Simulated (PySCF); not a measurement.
# C₅H₈N₂Si: a tour of settings, part 2 of 2

PySCF 2.14.0. Atoms count from 0.

**4. Shielding tensors: BHandHLYP/MINI**

Job settings and geometry (Å):

```
{"job": {"kind": "nmr", "xc": "BHandHLYP", "basis": "MINI", "pop": true, "grid": 4}, "charge": 0, "multiplicity": 1}
C     -0.611420     2.303129     1.511953
C     -0.580697     1.444173     0.498469
C      0.131921     0.194282     0.551293
N      0.820630    -0.242141     1.577051
C      1.325630    -1.445828     1.210247
C      0.934420    -1.741159    -0.060174
N      0.163417    -0.694400    -0.501714
Si    -0.596100    -0.557387    -2.074396
H     -0.089837     2.080282     2.425869
H     -1.148452     3.233623     1.454910
H     -1.099355     1.649463    -0.429525
H      1.934835    -2.015964     1.883504
H      1.132282    -2.590272    -0.681399
H     -2.040995    -0.465264    -1.866910
H     -0.225913    -1.778607    -2.781959
H     -0.057964     0.635015    -2.728631
```

Method: GIAO BHandHLYP/MINI NMR shielding, non-relativistic, gas phase.

Log:

```text
coarse grid: 14144 points
cycle   1  E = -590.0180445603  dE =  1.974e+00  |g| = 3.766e-01  |ddm| = 6.458e+00
cycle   2  E = -590.0255549102  dE = -7.510e-03  |g| = 4.027e-01  |ddm| = 1.177e+00
cycle   3  E = -590.0711816233  dE = -4.563e-02  |g| = 5.526e-02  |ddm| = 6.226e-01
cycle   4  E = -590.0718245128  dE = -6.429e-04  |g| = 3.626e-02  |ddm| = 1.293e-01
cycle   5  E = -590.0722083581  dE = -3.838e-04  |g| = 3.311e-03  |ddm| = 5.702e-02
cycle   6  E = -590.0722127604  dE = -4.402e-06  |g| = 1.174e-03  |ddm| = 7.686e-03
final grid: 353376 points
cycle   7  E = -590.0760684681  dE = -1.464e-06  |g| = 1.289e-03  |ddm| = 5.510e-03
cycle   8  E = -590.0760683613  dE =  1.068e-07  |g| = 1.542e-03  |ddm| = 4.121e-03
cycle   9  E = -590.0760690222  dE = -6.608e-07  |g| = 1.309e-04  |ddm| = 2.193e-03
cycle  10  E = -590.0760690274  dE = -5.253e-09  |g| = 8.235e-05  |ddm| = 3.045e-04
cycle  11  E = -590.0760690299  dE = -2.452e-09  |g| = 1.472e-05  |ddm| = 1.576e-04
cycle  12  E = -590.0760690300  dE = -1.032e-10  |g| = 5.342e-06  |ddm| = 3.793e-05
converged SCF energy = -590.0760690300

GIAO shielding tensors (ppm)
atom      isotropic    diamagn.    paramagn.     s11        s22        s33       span
  0 C      113.068     247.867    -134.799     35.293     97.842    206.070    170.777
  1 C      120.163     244.097    -123.934     27.726    127.090    205.672    177.947
  2 C      107.539     242.854    -135.316     49.906    110.622    162.088    112.181
  3 N      -11.928     311.058    -322.985   -373.686      4.589    333.314    707.000
  4 C      112.757     252.324    -139.567     60.315     98.130    179.826    119.511
  5 C      111.646     250.143    -138.497     52.494    109.290    173.154    120.660
  6 N      190.241     298.873    -108.633     85.393    225.930    259.398    174.005
  7 Si     695.592     872.629    -177.037    647.347    661.272    778.157    130.810
  8 H       23.288      27.131      -3.843     19.831     21.245     28.787      8.956
  9 H       24.227      28.085      -3.857     21.754     22.646     28.282      6.529
 10 H       24.460      27.746      -3.286     19.664     23.438     30.278     10.614
 11 H       22.850      29.824      -6.974     19.683     22.573     26.292      6.609
 12 H       24.154      30.399      -6.245     20.130     25.225     27.107      6.976
 13 H       27.389      27.952      -0.564     22.567     25.689     33.910     11.343
 14 H       27.413      29.346      -1.933     22.108     26.251     33.880     11.771
 15 H       27.388      27.949      -0.560     22.561     25.701     33.903     11.342
```

It took 8.7 s on 1 thread of Intel Xeon 6975P-C, shared host; peak memory 0.59 GiB.

This run: δ C2 122.5, C5 118.4, C4 117.3, C0 117.0, H11 8.03, H8 7.59 ppm.

**5. Shielding tensors: HSE06/pcSseg-1**

Settings changed since step 4:

```diff
@@ -1,2 +1,2 @@
-{"job": {"kind": "nmr", "xc": "BHandHLYP", "basis": "MINI", "pop": true, "grid": 4}, "charge": 0, "multiplicity": 1}
+{"job": {"kind": "nmr", "xc": "HSE06", "basis": "pcSseg-1", "pop": true, "scf": {"level_shift": 0.3}}, "charge": 0, "multiplicity": 1}
 C     -0.611420     2.303129     1.511953
```

With the program's defaults for keys left out, this is: GIAO HSE06/pcSseg-1 NMR shielding, non-relativistic, gas phase.

Log:

```text
final grid: 132928 points
cycle   1  E = -593.7669652554  dE =  1.363e+00  |g| = 5.072e-01  |ddm| = 3.748e+00
cycle   2  E = -593.8049133346  dE = -3.795e-02  |g| = 4.334e-01  |ddm| = 9.337e-01
cycle   3  E = -593.8404094398  dE = -3.550e-02  |g| = 9.211e-02  |ddm| = 2.728e-01
cycle   4  E = -593.8425705927  dE = -2.161e-03  |g| = 2.835e-02  |ddm| = 1.359e-01
cycle   5  E = -593.8427769758  dE = -2.064e-04  |g| = 7.709e-03  |ddm| = 4.579e-02
cycle   6  E = -593.8427945797  dE = -1.760e-05  |g| = 3.360e-03  |ddm| = 1.309e-02
cycle   7  E = -593.8427979752  dE = -3.395e-06  |g| = 1.218e-03  |ddm| = 4.783e-03
cycle   8  E = -593.8427986101  dE = -6.349e-07  |g| = 3.408e-04  |ddm| = 2.348e-03
cycle   9  E = -593.8427987152  dE = -1.051e-07  |g| = 1.882e-04  |ddm| = 1.103e-03
cycle  10  E = -593.8427987439  dE = -2.874e-08  |g| = 8.236e-05  |ddm| = 5.264e-04
cycle  11  E = -593.8427987512  dE = -7.322e-09  |g| = 4.195e-05  |ddm| = 2.703e-04
cycle  12  E = -593.8427987532  dE = -1.999e-09  |g| = 2.156e-05  |ddm| = 1.408e-04
cycle  13  E = -593.8427987538  dE = -5.457e-10  |g| = 1.102e-05  |ddm| = 7.400e-05
level shift removed, Fock matrix diagonalised once more
converged SCF energy = -593.8427987538

GIAO shielding tensors (ppm)
atom      isotropic    diamagn.    paramagn.     s11        s22        s33       span
  0 C       60.896     251.581    -190.685    -50.457     62.198    170.946    221.403
  1 C       56.435     257.162    -200.727    -57.258     71.431    155.132    212.390
  2 C       30.870     252.951    -222.081    -34.857     28.032     99.436    134.293
  3 N      -39.984     335.087    -375.072   -268.343    -97.965    246.355    514.698
  4 C       48.327     256.948    -208.621    -32.724     50.073    127.634    160.358
  5 C       59.111     252.523    -193.412    -22.067     74.145    125.256    147.323
  6 N       96.020     334.761    -238.740      4.574     91.125    192.361    187.787
  7 Si     402.531     881.315    -478.784    373.172    389.332    445.088     71.916
  8 H       24.625      30.605      -5.980     22.017     22.862     28.996      6.979
  9 H       26.036      28.258      -2.223     23.607     25.043     29.457      5.851
 10 H       25.137      33.230      -8.093     21.880     23.071     30.459      8.578
 11 H       24.361      31.559      -7.198     21.690     24.704     26.690      5.000
 12 H       25.033      31.708      -6.676     22.078     25.441     27.578      5.500
 13 H       26.589      29.961      -3.372     23.031     25.147     31.589      8.558
 14 H       26.723      29.577      -2.854     22.421     26.321     31.428      9.006
 15 H       26.589      29.966      -3.377     23.025     25.161     31.581      8.556
```

Wall time 42 s (1 thread of Intel Xeon 6975P-C, shared host); peak memory 0.95 GiB.

Key values: δ C2 155.4, C4 137.9, C1 129.8, C5 127.1, H11 7.36, H8 7.09 ppm.

**6. Ultraviolet spectrum: B3LYP/IGLO-II**

Settings changed since step 5:

```diff
@@ -1,2 +1,2 @@
-{"job": {"kind": "nmr", "xc": "HSE06", "basis": "pcSseg-1", "pop": true, "scf": {"level_shift": 0.3}}, "charge": 0, "multiplicity": 1}
+{"job": {"kind": "uv", "xc": "B3LYP", "basis": "IGLO-II", "nstates": 12, "ntriplets": 0, "tda": false, "scf": {"damp": 0.1, "aux": "def2-qzvpp-jkfit"}}, "charge": 0, "multiplicity": 1}
 C     -0.611420     2.303129     1.511953
```

With the program's defaults for keys left out, this is: TDDFT B3LYP/IGLO-II, vertical, gas phase, core orbitals frozen in the response.

Log:

```text
damping 0.10 in the first 6 cycles
final grid: 132928 points
cycle   1  E = -594.3559290803  dE =  1.307e+00  |g| = 5.150e-01  |ddm| = 3.403e+00
cycle   2  E = -594.3172366415  dE =  3.869e-02  |g| = 6.604e-01  |ddm| = 1.269e+00
cycle   3  E = -594.1495042610  dE =  1.677e-01  |g| = 1.110e+00  |ddm| = 1.542e+00
cycle   4  E = -593.1483420995  dE =  1.001e+00  |g| = 2.277e+00  |ddm| = 4.053e+00
cycle   5  E = -590.2780199291  dE =  2.870e+00  |g| = 4.346e+00  |ddm| = 5.505e+00
cycle   6  E = -559.3049635230  dE =  3.097e+01  |g| = 9.638e+00  |ddm| = 1.347e+01
cycle   7  E = -477.5868225303  dE =  8.172e+01  |g| = 1.767e+01  |ddm| = 5.906e+01
cycle   8  E = -554.2346790304  dE = -7.665e+01  |g| = 8.230e+00  |ddm| = 6.458e+01
cycle   9  E = -560.3595174468  dE = -6.125e+00  |g| = 6.710e+00  |ddm| = 4.178e+01
cycle  10  E = -576.9197342718  dE = -1.656e+01  |g| = 6.639e+00  |ddm| = 2.429e+01
cycle  11  E = -594.2403058690  dE = -1.732e+01  |g| = 8.108e-01  |ddm| = 1.730e+01
cycle  12  E = -594.2183583363  dE =  2.195e-02  |g| = 8.876e-01  |ddm| = 1.308e+00
cycle  13  E = -594.4072005016  dE = -1.888e-01  |g| = 2.202e-01  |ddm| = 8.109e-01
cycle  14  E = -594.4164692013  dE = -9.269e-03  |g| = 1.029e-01  |ddm| = 2.493e-01
cycle  15  E = -594.4190116514  dE = -2.542e-03  |g| = 3.882e-02  |ddm| = 9.126e-02
cycle  16  E = -594.4193740737  dE = -3.624e-04  |g| = 6.848e-03  |ddm| = 3.051e-02
cycle  17  E = -594.4193865556  dE = -1.248e-05  |g| = 2.746e-03  |ddm| = 7.891e-03
cycle  18  E = -594.4193879098  dE = -1.354e-06  |g| = 1.112e-03  |ddm| = 2.568e-03
cycle  19  E = -594.4193881886  dE = -2.788e-07  |g| = 2.725e-04  |ddm| = 1.025e-03
cycle  20  E = -594.4193882047  dE = -1.606e-08  |g| = 9.753e-05  |ddm| = 2.500e-04
cycle  21  E = -594.4193882063  dE = -1.653e-09  |g| = 3.627e-05  |ddm| = 7.895e-05
cycle  22  E = -594.4193882066  dE = -2.588e-10  |g| = 1.563e-05  |ddm| = 3.865e-05
converged SCF energy = -594.4193882066

Static polarisability (au): isotropic 92.849, principal 54.057 96.337 128.152

Singlet excitations
state   eV       nm        f      main configurations
  1   4.7240    262.5   0.36611   H->L 0.96
  2   5.1499    240.8   0.00063   H->L+1 0.99
  3   5.2315    237.0   0.00184   H-1->L 0.99
  4   5.9208    209.4   0.00008   H->L+2 0.99
  5   6.0215    205.9   0.02982   H-2->L 0.74, H->L+3 0.23
  6   6.3410    195.5   0.00419   H->L+4 0.99
  7   6.4669    191.7   0.02355   H->L+5 0.56, H->L+3 0.23, H-3->L 0.14
  8   6.6893    185.3   0.02438   H-1->L+1 0.47, H->L+5 0.26, H->L+3 0.18
  9   6.8315    181.5   0.11751   H-1->L+1 0.51, H->L+3 0.16, H->L+5 0.14
 10   6.9063    179.5   0.00024   H-2->L+1 0.95
 11   7.0104    176.9   0.00127   H->L+6 0.91
 12   7.0962    174.7   0.07745   H-3->L 0.67, H->L+3 0.15
```

Run time: 45 s. Hardware: 1 thread of Intel Xeon 6975P-C, shared host; peak memory 1 GiB.

Frontier orbitals and where they lie:

```
orbital     eV                         atoms
 HOMO−3  -8.50     C1 35 %, C0 22 %, C5 14 %
 HOMO−2  -7.82     N3 32 %, N6 26 %, C4 23 %
 HOMO−1  -7.46       N3 74 %, C4 6 %, C2 6 %
   HOMO  -5.96     C5 27 %, C0 21 %, C2 18 %
   LUMO  -1.07     C0 33 %, C1 18 %, N3 12 %
 LUMO+1  -0.01     Si7 66 %, N6 6 %, H14 6 %
 LUMO+2   0.80  Si7 47 %, H14 16 %, H10 12 %
```

With each of the 12 states as a Gaussian band of 0.4 eV half-width at 1/e, the curve within the window shown has maxima at 263 nm (ε 15,000), 181 nm (ε 8,200) L/(mol cm). Beyond the last state computed it falls off for lack of states. The curve at chosen wavelengths:

(nm, ε (L/mol/cm)): (168, 2506), (173, 5510), (179, 8095), (184, 7749), (189, 5816), (195, 3536), (200, 2441), (205, 1842), (211, 1288), (216, 866), (221, 594), (227, 706), (232, 1417), (237, 2941), (242, 5365), (248, 9072), (253, 12062), (258, 14154), (264, 14803), (269, 13781), (274, 11752), (280, 8761), (285, 6358), (290, 4342), (296, 2559), (301, 1564)

Further results of this job:

| property | computed |
| --- | --- |
| dipole moment (D) | 3.32 |
| polarisability (Å³) | 13.76 |
| HOMO–LUMO gap (eV) | 4.89 |
| −ε(HOMO) (eV) | 5.96 |

**7. Run by run: NMR shifts**

Shifts (ppm) of some atoms, chosen among heavy atoms and hydrogens apart, means over like atoms, with basis size and wall time:

| run | C2 | C4 | C1 | C5 | C0 | H9 | H13 | functions | time |
| --- | --- | --- | --- | --- | --- | --- | --- | --- | --- |
| X3LYP/pcSseg-1 in acetone | 158.2 | 137.2 | 132.9 | 132.0 | 123.9 | 5.72 | 5.03 | 183 | 22 s |
| BHandHLYP/MINI | 122.5 | 117.3 | 109.9 | 118.4 | 117.0 | 6.65 | 3.48 | 52 | 8.7 s |
| HSE06/pcSseg-1 | 155.4 | 137.9 | 129.8 | 127.1 | 125.3 | 5.68 | 5.09 | 183 | 42 s |

**8. Outcome**

What follows sums up all 2 parts.

| quantity | value |
| --- | --- |
| 13C shifts against TMS (X3LYP/pcSseg-1, acetone) | 158.2, 137.2, 132.9, 132.0, 123.9 ppm |
| 1H shifts against TMS (X3LYP/pcSseg-1, acetone, means over atoms taken as alike) | 7.29, 7.06, 6.82, 6.81, 5.72, 5.03 ppm |
| 29Si shifts against TMS (X3LYP/pcSseg-1, acetone) | -58.7 ppm |
| shieldings of N (X3LYP/pcSseg-1, acetone) | N3 -29.4, N6 82.3 ppm |
| lowest singlet (B3LYP/IGLO-II) | 4.72 eV (262 nm), f = 0.366 |
| range of the shift of C2 | 122.5 to 158.2 ppm |
| property runs in this session | 5, of which 0 failed and 2 gave unsound results |

In words: Single values in the summary come from the first run of each kind that ended normally (X3LYP/pcSseg-1; B3LYP/IGLO-II), which need not be the best level. At X3LYP/pcSseg-1: Shielding is most anisotropic at N3 (span 482 ppm, paramagnetic term -368 ppm). NICS(1)zz of -27 ppm above the planar ring from C2 marks a diatropic (aromatic) ring current. The first singlet state (HOMO→LUMO 0.96) lies at 4.72 eV and is bright. Among the atoms with a shift in every run: Across the 3 runs the shift of C2 moves most, between 122.5 (BHandHLYP/MINI) and 158.2 ppm (X3LYP/pcSseg-1 in acetone). A minimal basis is unusable for shieldings, so that end is no result.
